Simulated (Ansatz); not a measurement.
# C₃H₈GeO: basis-set convergence

An exercise on one series of results from a longer session: the logs are not shown, and one member is left open.

Program: Ansatz 0.2.0, Gaussian basis. Level of theory: one geometry, several basis sets. These are calculated values, not measurements.

The runs, in order: PBE0-D4/def2-SVP; ωB97M-V/def2-SVP; PBE0-D4/def2-QZVPP; ωB97M-V/def2-QZVPP; the functionals' def2-TZVPP values are taken from earlier runs.

## Structure used throughout

The geometry comes from an earlier relaxation with PBE0-D4 in a triple-zeta def2 set; it is a stationary point, not always the lowest conformer.

SMILES `CC(C)[O][GeH]`, 13 atoms, charge 0, spin multiplicity 1.

Atoms are counted from 1 here; the program's logs count them from 0.

Bond lengths: C1–C2 1.515 Å, C1–H6 1.092 Å, C1–H7 1.093 Å, C1–H8 1.093 Å, C2–C3 1.515 Å, C2–O4 1.420 Å, C2–H9 1.102 Å, C3–H10 1.092 Å, C3–H11 1.093 Å, C3–H12 1.093 Å, O4–Ge5 1.782 Å, Ge5–H13 1.600 Å. Angles: C2–C1–H6 110.7°, C2–C1–H7 110.1°, C2–C1–H8 110.7°, H6–C1–H7 108.3°, H6–C1–H8 108.4°, H7–C1–H8 108.6°, C1–C2–C3 112.3°, C1–C2–O4 108.7°, C1–C2–H9 108.8°, C3–C2–O4 108.7°, C3–C2–H9 108.8°, O4–C2–H9 109.5°, C2–C3–H10 110.7°, C2–C3–H11 110.1°, C2–C3–H12 110.7°, H10–C3–H11 108.3°, H10–C3–H12 108.4°, H11–C3–H12 108.6° and more.

Set-up of the first run:

in.yaml

```yaml
crystal:
  periodic: [false, false, false]
  atoms:
    - {symbol: C, position_ang: [-1.324825, -0.664117, -0.212538]}
    - {symbol: C, position_ang: [-0.068504, 0.002819, 0.308623]}
    - {symbol: C, position_ang: [1.116097, -0.941028, 0.334938]}
    - {symbol: O, position_ang: [0.244952, 1.102512, -0.533519]}
    - {symbol: Ge, position_ang: [0.300869, 2.760136, 0.119104]}
    - {symbol: H, position_ang: [-2.162756, 0.036095, -0.209383]}
    - {symbol: H, position_ang: [-1.169510, -1.007361, -1.238183]}
    - {symbol: H, position_ang: [-1.591431, -1.524237, 0.406236]}
    - {symbol: H, position_ang: [-0.257091, 0.364666, 1.332551]}
    - {symbol: H, position_ang: [2.001680, -0.437571, 0.728377]}
    - {symbol: H, position_ang: [1.340958, -1.288802, -0.676190]}
    - {symbol: H, position_ang: [0.905156, -1.809520, 0.963419]}
    - {symbol: H, position_ang: [0.684805, 3.371709, -1.308634]}
basis:
  gaussian: {orbitals: def2-SVP}
hamiltonian: {xc: pbe0, dispersion: d4}
output: {orbitals: {seedname: orbitals}}
```

On the command line:

```bash
> ansatz run in.yaml --threads 4 --pin off --events-out ev --progress --plain --max-ram 11315MiB
```

Among the steps run: PBE0-D4 in def2-SVP; ωB97M-V in def2-SVP; PBE0-D4 in def2-QZVPP; ωB97M-V in def2-QZVPP.

One table of the session follows, with a row left open; its other results are not shown here.

It belongs to the step «Density functionals: the series». 

| functional | basis | HOMO (eV) | LUMO (eV) |
| --- | --- | --- | --- |
| PBE0-D4 | def2-SVP | -6.57 | -2.09 |
| PBE0-D4 | def2-TZVPP | -6.61 | -2.14 |
| PBE0-D4 | def2-QZVPP | -6.66 | -2.21 |
| ωB97M-V | def2-SVP | ? | ? |
| ωB97M-V | def2-TZVPP | -8.78 | -0.18 |
| ωB97M-V | def2-QZVPP | -8.83 | -0.34 |

Estimate the missing values for ωB97M-V, def2-SVP.

**Answer.** HOMO (eV): -8.71; LUMO (eV): -0.08. In the column «HOMO (eV)» it lies between ωB97M-V, def2-TZVPP (-8.78) and PBE0-D4, def2-QZVPP (-6.66).
